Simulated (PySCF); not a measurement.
# C4H9BN−: a tour of settings

Aim: see how C4H9BN− (`[BH3-]N(C)CC#C`) answers to the choice of functional, basis, grid and SCF options.

Programs: PySCF 2.14.0, with density-fitted response routines of our own. Each step states its level of theory. These are calculated values for one molecule in the gas phase, unless marked as measured. Atoms are numbered from 0 throughout.

## 1. The starting structure

15 atoms, charge -1, multiplicity 1; geometry from: GFN2-xTB.

Bonds of the start (Å): B0–N1 1.56, N1–C2 1.43, N1–C3 1.44, C3–C4 1.46, C4–C5 1.20, B0–H6 1.24, B0–H7 1.22, B0–H8 1.22, C2–H9 1.10, C2–H10 1.09, C2–H11 1.11, C3–H12 1.12, C3–H13 1.10, C5–H14 1.05.

## 2. NMR shieldings: PBE0/pcSseg-0

Job settings and geometry (Å):

```
{"job": {"kind": "nmr", "xc": "PBE0", "basis": "pcSseg-0", "pop": false}, "charge": -1, "multiplicity": 1}
B     -1.951421    -0.281397     0.071889
N     -0.442352     0.010935     0.361752
C     -0.106117     1.398016     0.243278
C      0.420186    -0.794684    -0.459449
C      1.806528    -0.794602    -0.011447
C      2.941826    -0.761421     0.373747
H     -2.231454     0.010641    -1.100241
H     -2.160718    -1.470990     0.253553
H     -2.627762     0.386642     0.832843
H      0.929364     1.588141     0.573152
H     -0.783620     1.976126     0.871127
H     -0.196754     1.789819    -0.796628
H      0.418047    -0.479159    -1.535192
H      0.045596    -1.823439    -0.420738
H      3.934238    -0.746639     0.720443
```

Method: GIAO PBE0/pcSseg-0 NMR shielding, non-relativistic, gas phase.

Launch:

```
> OMP_NUM_THREADS=1 python probes_run.py task.json out
```

The driver reads the jobs from task.json and runs them one after another.

Output:

```text
coarse grid: 12072 points
cycle   1  E = -236.5059951123  dE =  4.908e-01  |g| = 4.576e-01  |ddm| = 3.801e+00
cycle   2  E = -236.4971819930  dE =  8.813e-03  |g| = 5.426e-01  |ddm| = 2.041e+00
cycle   3  E = -236.5789814965  dE = -8.180e-02  |g| = 1.218e-01  |ddm| = 1.177e+00
cycle   4  E = -236.5820191849  dE = -3.038e-03  |g| = 3.245e-02  |ddm| = 1.471e-01
cycle   5  E = -236.5821125188  dE = -9.333e-05  |g| = 2.689e-02  |ddm| = 5.456e-02
cycle   6  E = -236.5822938070  dE = -1.813e-04  |g| = 2.118e-03  |ddm| = 2.538e-02
cycle   7  E = -236.5822947683  dE = -9.614e-07  |g| = 7.932e-04  |ddm| = 2.864e-03
final grid: 115384 points
cycle   8  E = -236.5599014242  dE = -2.182e-05  |g| = 4.631e-03  |ddm| = 2.573e-02
cycle   9  E = -236.5599004818  dE =  9.424e-07  |g| = 5.085e-03  |ddm| = 1.474e-02
cycle  10  E = -236.5599072501  dE = -6.768e-06  |g| = 9.399e-04  |ddm| = 8.102e-03
cycle  11  E = -236.5599074492  dE = -1.991e-07  |g| = 2.453e-04  |ddm| = 1.108e-03
cycle  12  E = -236.5599074613  dE = -1.214e-08  |g| = 1.212e-04  |ddm| = 3.717e-04
cycle  13  E = -236.5599074647  dE = -3.416e-09  |g| = 2.846e-05  |ddm| = 1.456e-04
cycle  14  E = -236.5599074649  dE = -1.922e-10  |g| = 4.596e-06  |ddm| = 4.081e-05
converged SCF energy = -236.5599074649

GIAO shielding tensors (ppm)
atom      isotropic    diamagn.    paramagn.     s11        s22        s33       span
  0 B      124.602     186.079     -61.477    103.352    111.420    159.035     55.683
  1 N      247.468     315.714     -68.246    223.143    250.022    269.239     46.096
  2 C      145.296     246.422    -101.126    112.086    133.592    190.210     78.124
  3 C      142.132     237.487     -95.355    112.498    127.741    186.157     73.659
  4 C       96.575     282.366    -185.791     -5.453     -1.467    296.646    302.099
  5 C      122.089     270.111    -148.022     51.308     63.347    251.612    200.305
  6 H       31.142      29.826       1.316     28.117     28.825     36.485      8.368
  7 H       30.758      30.773      -0.016     27.180     28.555     36.539      9.358
  8 H       30.695      31.345      -0.649     27.528     28.044     36.514      8.986
  9 H       30.572      31.646      -1.074     25.544     29.597     36.576     11.032
 10 H       30.678      31.316      -0.639     26.294     28.428     37.311     11.017
 11 H       31.957      29.753       2.204     28.529     30.177     37.166      8.637
 12 H       30.994      27.537       3.457     25.928     32.005     35.050      9.122
 13 H       29.607      28.338       1.269     23.304     30.758     34.760     11.455
 14 H       32.149      31.717       0.432     27.396     27.731     41.321     13.924
```

Wall time 5.4 s (1 thread of Arm Neoverse V1, shared host).

The references, computed at this level on geometries of the same kind, shield at (ppm): 1H TMS 33.29, 13C TMS 195.8, 15N NH3 269.1, 11B BF3·OEt2 104.1. Their shielding less the atom's gives the shift. The references are single molecules in the gas phase, so shifts against H2O, NH3, PH3, H3PO4 or CFCl3 are not on the usual liquid scales and can be off by tens of ppm. Atoms listed in one row are averaged.

```csv
atoms,environment,σ (ppm),δ (ppm)
C4,alkyne carbon,96.6,99.2
C5,terminal alkyne carbon,122.1,73.7
C3,propargylic sp3 CH2 bonded to N,142.1,53.7
C2,methyl carbon bonded to N,145.3,50.5
"H12, H13",hydrogen on a propargylic sp3 CH2 bonded to N,30.30,2.99
"H6, H7, H8",hydrogen on a boron bonded to N,30.87,2.43
"H9, H10, H11",hydrogen on a methyl carbon bonded to N,31.07,2.22
H14,hydrogen on a terminal alkyne carbon,32.15,1.14
B0,"boron bonded to N, 3 H",124.6,-20.5
N1,"nitrogen bonded to 2 C, B",247.5,21.7
```

## 3. Shielding tensors: WP04/ANO-RCC-VDZP

Same as in step 2 but for these lines:

```diff
@@ -1,2 +1,2 @@
-{"job": {"kind": "nmr", "xc": "PBE0", "basis": "pcSseg-0", "pop": false}, "charge": -1, "multiplicity": 1}
+{"job": {"kind": "nmr", "xc": "WP04", "basis": "ANO-RCC-VDZP", "pop": false, "scf": {"guess": "sap", "level_shift": 0.3}}, "charge": -1, "multiplicity": 1}
 B     -1.951421    -0.281397     0.071889
```

With the program's defaults for keys left out, this is: GIAO WP04/ANO-RCC-VDZP NMR shielding, non-relativistic, gas phase.

Output:

```text
final grid: 115384 points
cycle   1  E = -229.5164034390  dE =  1.080e+01  |g| = 5.533e+00  |ddm| = 1.856e+01
cycle   2  E = -196.2860882358  dE =  3.323e+01  |g| = 1.084e+01  |ddm| = 1.991e+01
cycle   3  E = -231.5312316471  dE = -3.525e+01  |g| = 5.648e+00  |ddm| = 8.115e+00
cycle   4  E = -242.3249055947  dE = -1.079e+01  |g| = 2.132e+00  |ddm| = 5.803e+00
cycle   5  E = -243.1161974234  dE = -7.913e-01  |g| = 1.241e+00  |ddm| = 1.393e+00
cycle   6  E = -243.4506887373  dE = -3.345e-01  |g| = 7.211e-01  |ddm| = 9.111e-01
cycle   7  E = -243.5842728644  dE = -1.336e-01  |g| = 2.353e-01  |ddm| = 7.020e-01
cycle   8  E = -243.6024224515  dE = -1.815e-02  |g| = 1.033e-01  |ddm| = 3.582e-01
cycle   9  E = -243.6059939735  dE = -3.572e-03  |g| = 2.142e-02  |ddm| = 1.985e-01
cycle  10  E = -243.6062908651  dE = -2.969e-04  |g| = 1.076e-02  |ddm| = 8.504e-02
cycle  11  E = -243.6063530545  dE = -6.219e-05  |g| = 5.464e-03  |ddm| = 3.885e-02
cycle  12  E = -243.6063716832  dE = -1.863e-05  |g| = 1.865e-03  |ddm| = 2.020e-02
cycle  13  E = -243.6063765926  dE = -4.909e-06  |g| = 1.099e-03  |ddm| = 1.174e-02
cycle  14  E = -243.6063782997  dE = -1.707e-06  |g| = 7.684e-04  |ddm| = 6.759e-03
cycle  15  E = -243.6063789841  dE = -6.843e-07  |g| = 4.576e-04  |ddm| = 4.242e-03
cycle  16  E = -243.6063792406  dE = -2.566e-07  |g| = 2.829e-04  |ddm| = 2.563e-03
cycle  17  E = -243.6063793362  dE = -9.553e-08  |g| = 1.721e-04  |ddm| = 1.537e-03
cycle  18  E = -243.6063793714  dE = -3.525e-08  |g| = 1.230e-04  |ddm| = 9.228e-04
cycle  19  E = -243.6063793862  dE = -1.480e-08  |g| = 7.437e-05  |ddm| = 5.763e-04
cycle  20  E = -243.6063793918  dE = -5.548e-09  |g| = 4.623e-05  |ddm| = 3.518e-04
cycle  21  E = -243.6063793939  dE = -2.116e-09  |g| = 2.984e-05  |ddm| = 2.150e-04
cycle  22  E = -243.6063793947  dE = -8.349e-10  |g| = 1.899e-05  |ddm| = 1.332e-04
level shift removed, Fock matrix diagonalised once more
converged SCF energy = -243.6063793947

GIAO shielding tensors (ppm)
atom      isotropic    diamagn.    paramagn.     s11        s22        s33       span
  0 B      115.322     186.161     -70.839     98.158    105.041    142.765     44.607
  1 N      210.113     316.376    -106.264    195.227    200.859    234.251     39.024
  2 C      132.325     238.127    -105.802    101.998    121.274    173.702     71.704
  3 C      128.581     243.047    -114.467    101.270    115.231    169.241     67.971
  4 C       96.172     256.360    -160.188     -4.841      1.027    292.332    297.173
  5 C      130.524     265.762    -135.238     63.918     75.460    252.195    188.277
  6 H       31.158      31.429      -0.271     28.336     29.656     35.482      7.145
  7 H       30.988      31.695      -0.707     28.335     29.041     35.587      7.252
  8 H       30.929      31.595      -0.666     28.416     28.849     35.522      7.106
  9 H       29.357      32.030      -2.673     25.150     28.491     34.430      9.280
 10 H       29.662      30.732      -1.070     26.165     27.806     35.015      8.850
 11 H       30.696      31.023      -0.327     27.414     29.117     35.558      8.144
 12 H       29.523      30.737      -1.214     25.089     30.361     33.120      8.030
 13 H       28.415      30.391      -1.975     23.178     29.562     32.506      9.328
 14 H       30.885      35.928      -5.044     25.563     25.956     41.135     15.572
```

Wall time 34 s (1 thread of Arm Neoverse V1, shared host); peak memory 0.8 GiB.

This run: δ C4 83.6, C3 51.2, C5 49.3, C2 47.5, H12 3.11, H9 2.17 ppm (means over like atoms).

## 4. Indirect couplings: OPBE/IGLO-II

Same as in step 3 but for these lines:

```diff
@@ -1,2 +1,2 @@
-{"job": {"kind": "nmr", "xc": "WP04", "basis": "ANO-RCC-VDZP", "pop": false, "scf": {"guess": "sap", "level_shift": 0.3}}, "charge": -1, "multiplicity": 1}
+{"job": {"kind": "j", "xc": "OPBE", "basis": "IGLO-II", "scf": {"conv": 1e-11}}, "charge": -1, "multiplicity": 1}
 B     -1.951421    -0.281397     0.071889
```

With the program's defaults for keys left out, this is: OPBE/IGLO-II indirect spin-spin coupling, non-relativistic, gas phase.

Output:

```text
final grid: 115384 points
cycle   1  E = -237.1639858706  dE =  4.171e-01  |g| = 6.917e-01  |ddm| = 3.022e+00
cycle   2  E = -236.7424397663  dE =  4.215e-01  |g| = 1.378e+00  |ddm| = 7.857e+00
cycle   3  E = -237.2918596996  dE = -5.494e-01  |g| = 3.914e-01  |ddm| = 7.393e+00
cycle   4  E = -237.3244678322  dE = -3.261e-02  |g| = 1.102e-01  |ddm| = 4.066e-01
cycle   5  E = -237.3232334036  dE =  1.234e-03  |g| = 1.305e-01  |ddm| = 1.484e-01
cycle   6  E = -237.3275290797  dE = -4.296e-03  |g| = 1.180e-02  |ddm| = 8.635e-02
cycle   7  E = -237.3275588427  dE = -2.976e-05  |g| = 4.363e-03  |ddm| = 1.520e-02
cycle   8  E = -237.3275631449  dE = -4.302e-06  |g| = 1.279e-03  |ddm| = 4.902e-03
cycle   9  E = -237.3275635531  dE = -4.082e-07  |g| = 2.945e-04  |ddm| = 1.340e-03
cycle  10  E = -237.3275635736  dE = -2.051e-08  |g| = 8.797e-05  |ddm| = 3.490e-04
cycle  11  E = -237.3275635755  dE = -1.932e-09  |g| = 3.701e-05  |ddm| = 1.531e-04
cycle  12  E = -237.3275635759  dE = -4.104e-10  |g| = 6.383e-06  |ddm| = 5.643e-05
cycle  13  E = -237.3275635759  dE = -1.205e-11  |g| = 1.267e-06  |ddm| = 8.868e-06
cycle  14  E = -237.3275635759  dE = -2.274e-13  |g| = 9.304e-07  |ddm| = 2.108e-06
converged SCF energy = -237.3275635759

Indirect spin-spin couplings (Hz)
  i      j    bonds     total        FC       PSO       DSO        SD
  0 B    1 N    1     -9.860   -10.141     0.552    -0.103    -0.169
  0 B    2 C    2      0.315     0.443    -0.084    -0.028    -0.015
  0 B    3 C    2      1.560     1.644    -0.080     0.001    -0.004
  0 B    4 C    3      6.634     6.528     0.155    -0.081     0.032
  0 B    5 C    4      1.132     1.106     0.135    -0.090    -0.018
  0 B    6 H    1     69.810    69.278    -0.498     0.839     0.191
  0 B    7 H    1     72.866    72.319    -0.486     0.821     0.213
  0 B    8 H    1     74.811    74.272    -0.499     0.812     0.226
  0 B    9 H    3      7.179     7.223     0.570    -0.636     0.022
  0 B   10 H    3      1.461     1.526    -0.101     0.042    -0.006
  0 B   11 H    3      1.151     1.213     0.027    -0.085    -0.005
  0 B   12 H    3      0.831     0.897     0.025    -0.081    -0.009
  0 B   13 H    3      1.737     1.799    -0.210     0.160    -0.012
  1 N    2 C    1      2.063     1.671     0.791    -0.091    -0.307
  1 N    3 C    1      2.553     2.284     0.694    -0.106    -0.319
  1 N    4 C    2     -1.225    -1.483     0.256    -0.015     0.017
  1 N    5 C    3     -0.690    -0.828     0.087     0.024     0.027
  1 N    6 H    2      1.597     1.679    -0.038    -0.014    -0.030
  1 N    7 H    2     -1.006    -1.018     0.070    -0.041    -0.017
  1 N    8 H    2     -1.884    -1.864     0.036    -0.041    -0.015
  1 N    9 H    2     -0.110    -0.012    -0.144     0.052    -0.007
  1 N   10 H    2     -2.466    -2.360    -0.127     0.036    -0.014
  1 N   11 H    2      0.306     0.549    -0.316     0.080    -0.008
  1 N   12 H    2     -2.384    -2.054    -0.396     0.062     0.004
  1 N   13 H    2     -0.629    -0.441    -0.200     0.010     0.002
  1 N   14 H    4      0.847     0.827    -0.072     0.107    -0.015
  2 C    3 C    2     -1.531    -1.302    -0.227    -0.002         -
  2 C    4 C    3      0.042     0.058    -0.043     0.027         -
  2 C    6 H    3      3.785     3.824    -0.027    -0.012         -
  2 C    7 H    3     10.146    10.201     0.336    -0.392         -
  2 C    8 H    3      2.879     2.929    -0.066     0.016         -
  2 C    9 H    1    102.702   101.307     0.547     0.848         -
  2 C   10 H    1    110.371   109.133     0.434     0.805         -
  2 C   11 H    1     98.475    97.163     0.464     0.848         -
  2 C   12 H    3      4.581     4.603    -0.053     0.031         -
  2 C   13 H    3     10.268    10.333     0.488    -0.553         -
  3 C    4 C    1     60.342    61.809    -1.715     0.247         -
  3 C    5 C    2      9.932    10.200    -0.141    -0.128         -
  3 C    6 H    3      4.356     4.376    -0.085     0.064         -
  3 C    7 H    3      3.945     3.979    -0.122     0.088         -
  3 C    8 H    3     12.782    12.816     0.314    -0.348         -
  3 C    9 H    3      1.543     1.625    -0.102     0.020         -
  3 C   10 H    3     13.249    13.299     0.474    -0.524         -
  3 C   11 H    3      4.111     4.155    -0.077     0.033         -
  3 C   12 H    1    104.968   103.742     0.159     1.067         -
  3 C   13 H    1    115.737   114.575     0.120     1.042         -
  3 C   14 H    3      3.192     3.183     0.472    -0.464         -
  4 C    5 C    1    165.617   160.579     4.929     0.109         -
  4 C    6 H    4     -1.052    -1.076     0.221    -0.198         -
  4 C    7 H    4      0.939     0.918     0.154    -0.132         -
  4 C    8 H    4      2.316     2.296     0.250    -0.230         -
  4 C   11 H    4      1.059     1.040     0.074    -0.055         -
  4 C   12 H    2     -4.394    -4.318    -0.070    -0.006         -
  4 C   13 H    2     -9.465    -9.397    -0.026    -0.043         -
  4 C   14 H    2     40.243    36.572     4.860    -1.189         -
  5 C    7 H    5      0.159     0.134     0.226    -0.201         -
  5 C    8 H    5      0.559     0.556     0.223    -0.220         -
  5 C    9 H    5      0.575     0.768    -0.340     0.147         -
  5 C   12 H    3      3.345     3.098     0.649    -0.403         -
  5 C   13 H    3      3.550     3.300     0.675    -0.425         -
  5 C   14 H    1    210.935   210.648    -0.247     0.533         -
  6 H    7 H    2     -9.684    -9.660     0.869    -0.893         -
  6 H    8 H    2     -9.511    -9.483     0.898    -0.927         -
  6 H    9 H    4     -0.939    -0.820     1.399    -1.518         -
  6 H   11 H    4     -0.422    -0.477    -0.857     0.912         -
  6 H   12 H    4      0.842     0.758    -0.883     0.967         -
  6 H   13 H    4      0.372     0.409     0.011    -0.048         -
  6 H   14 H    6     -0.205    -0.111     0.755    -0.848         -
  7 H    8 H    2    -10.214   -10.165     0.973    -1.021         -
  7 H    9 H    4      1.921     2.018     1.475    -1.572         -
  7 H   10 H    4      0.797     0.919     1.037    -1.158         -
  7 H   11 H    4     -0.530    -0.408     1.168    -1.291         -
  7 H   12 H    4      0.269     0.329     0.560    -0.620         -
  7 H   13 H    4     -0.796    -0.961    -1.639     1.804         -
  8 H    9 H    4      0.703     0.816     1.253    -1.365         -
  8 H   10 H    4     -0.371    -0.469    -1.335     1.433         -
  8 H   12 H    4     -0.628    -0.518     1.141    -1.251         -
  8 H   13 H    4      1.025     1.129     0.979    -1.083         -
  9 H   10 H    2    -12.027   -11.955     2.197    -2.269         -
  9 H   11 H    2     -9.032    -8.999     1.911    -1.943         -
  9 H   12 H    4      1.384     1.478     0.386    -0.480         -
  9 H   13 H    4     -0.240    -0.077     1.729    -1.891         -
 10 H   11 H    2    -11.581   -11.507     2.053    -2.127         -
 10 H   12 H    4     -0.740    -0.605     1.579    -1.713         -
 10 H   13 H    4      0.974     1.088     1.890    -2.004         -
 11 H   12 H    4      1.408     1.261    -1.377     1.525         -
 11 H   13 H    4     -0.603    -0.476     1.531    -1.658         -
 12 H   13 H    2    -16.573   -16.553     1.690    -1.710         -
 12 H   14 H    4     -3.291    -3.147     1.367    -1.512         -
 13 H   14 H    4     -3.884    -3.734     1.388    -1.538         -
```

Wall time 30 s (1 thread of Arm Neoverse V1, shared host).

Couplings of 1 Hz or more, nine at most for each number of bonds, with means over like pairs (isotopes 11B, 13C, 1H, 15N):

```csv
pair,bonds,J (Hz),Fermi contact (Hz),dihedral (°)
C5–H14,1,210.9,210.6,–
C4–C5,1,165.6,160.6,–
C3–H12,1,110.4,109.2,–
C2–H9,1,103.8,102.5,–
B0–H6,1,72.5,72.0,–
C3–C4,1,60.3,61.8,–
B0–N1,1,-9.9,-10.1,–
N1–C3,1,2.6,2.3,–
N1–C2,1,2.1,1.7,–
C4–H14,2,40.2,36.6,–
H12–H13,2,-16.6,-16.6,–
H9–H10,2,-10.9,-10.8,–
C3–C5,2,9.9,10.2,–
H6–H7,2,-9.8,-9.8,–
C4–H12,2,-6.9,-6.9,–
B0–C3,2,1.6,1.6,–
C2–C3,2,-1.5,-1.3,–
N1–H12,2,-1.5,-1.2,–
C2–H12,3,7.4,7.5,–
C3–H6,3,7.0,7.1,–
B0–C4,3,6.6,6.5,-166
C3–H9,3,6.3,6.4,–
C2–H6,3,5.6,5.7,–
C5–H12,3,3.4,3.2,–
B0–H9,3,3.3,3.3,–
C3–H14,3,3.2,3.2,–
B0–H12,3,1.3,1.3,–
H12–H14,4,-3.6,-3.4,–
B0–C5,4,1.1,1.1,–
```

The spin-dipole term was solved for some atoms only; pairs without it lack that part.

Quadrupole couplings from the field gradients of the same density:

```csv
atom,isotope,eQq/h (MHz),η
N1,14N,-5.181,0.57
B0,11B,0.873,0.20
```

Joined with the shifts from before (PBE0/pcSseg-0, unscaled), the couplings predict the line list below for 400 MHz. Couplings to quadrupolar nuclei are left out.

1H NMR δ 2.99 (d, J = 3.6 Hz, 2H), 2.43 (br, 3H), 2.22 (s, 3H), 1.14 (t, J = 3.6 Hz, 1H). The letters are first-order; like nuclei with unlike couplings give more lines.

[end of part 1 of 2]
